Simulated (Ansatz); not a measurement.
# CH₇GaN₂O: how energies converge with the basis set

How large a basis does CH₇GaN₂O need? Two functionals are run in growing sets.

Method: one geometry, several basis sets; program: Ansatz 0.2.0, Gaussian basis.

Plan: PBE0-D4/def2-SVP; ωB97M-V/def2-SVP; PBE0-D4/def2-QZVPP; ωB97M-V/def2-QZVPP; the functionals' def2-TZVPP values are taken from earlier runs.

### Step 1. The relaxed structure

All runs share one geometry, relaxed beforehand with PBE0-D4 in a triple-zeta def2 set.

SMILES `C[O][Ga]([NH2])[NH2]`, 12 atoms, charge 0, spin multiplicity 1.

Atoms are counted from 1 here; the program's logs count them from 0.

Bond lengths: C1–O2 1.401 Å, C1–H6 1.095 Å, C1–H7 1.099 Å, C1–H8 1.099 Å, O2–Ga3 1.787 Å, Ga3–N4 1.818 Å, Ga3–N5 1.813 Å, N4–H9 1.006 Å, N4–H10 1.006 Å, N5–H11 1.006 Å, N5–H12 1.007 Å. Angles: O2–C1–H6 108.8°, O2–C1–H7 112.4°, O2–C1–H8 112.8°, H6–C1–H7 107.4°, H6–C1–H8 107.4°, H7–C1–H8 107.7°, C1–O2–Ga3 121.9°, O2–Ga3–N4 119.1°, O2–Ga3–N5 115.7°, N4–Ga3–N5 125.1°, Ga3–N4–H9 121.4°, Ga3–N4–H10 120.3°, H9–N4–H10 110.9°, Ga3–N5–H11 121.0°, Ga3–N5–H12 118.7°, H11–N5–H12 111.0°.

### Step 2. PBE0-D4 in def2-SVP

The input, in.yaml:

```yaml
crystal:
  periodic: [false, false, false]
  atoms:
    - {symbol: C, position_ang: [-1.355449, 0.312254, 1.574594]}
    - {symbol: O, position_ang: [-1.032601, -0.596460, 0.558463]}
    - {symbol: Ga, position_ang: [0.331220, -0.316457, -0.561265]}
    - {symbol: N, position_ang: [1.267299, 1.237422, -0.444880]}
    - {symbol: N, position_ang: [0.663279, -1.648477, -1.745088]}
    - {symbol: H, position_ang: [-2.283440, -0.012314, 2.056019]}
    - {symbol: H, position_ang: [-0.581301, 0.363180, 2.353082]}
    - {symbol: H, position_ang: [-1.519129, 1.331654, 1.197935]}
    - {symbol: H, position_ang: [2.166113, 1.341875, -0.884718]}
    - {symbol: H, position_ang: [1.202666, 1.808348, 0.381247]}
    - {symbol: H, position_ang: [1.187643, -1.475092, -2.586030]}
    - {symbol: H, position_ang: [-0.046300, -2.345942, -1.899338]}
basis:
  gaussian: {orbitals: def2-SVP}
hamiltonian: {xc: pbe0, dispersion: d4}
output: {orbitals: {seedname: orbitals}}
```

On the command line:

```bash
ansatz run in.yaml --threads 4 --pin off --events-out ev --progress --plain --max-ram 10444MiB
```

The runs that follow: ωB97M-V in def2-SVP; PBE0-D4 in def2-QZVPP; ωB97M-V in def2-QZVPP.

Before running them: what should the planned runs give, taken together? Wanted: PBE0-D4: double and triple zeta above quadruple; ωB97M-V: double and triple zeta above quadruple.

As calculated:

```
                                       quantity           value
PBE0-D4: double and triple zeta above quadruple  15.81, 1.59 eV
ωB97M-V: double and triple zeta above quadruple  15.98, 1.54 eV
```

What this shows: PBE0-D4 gains 14.22 eV from double to triple zeta, then 1.59 eV more. Total energies overstate the basis error of differences, where much of it tends to cancel. The LUMO of ωB97M-V is positive and keeps falling with the basis (2.01 to 1.11 eV): an unbound level that the basis holds in place.
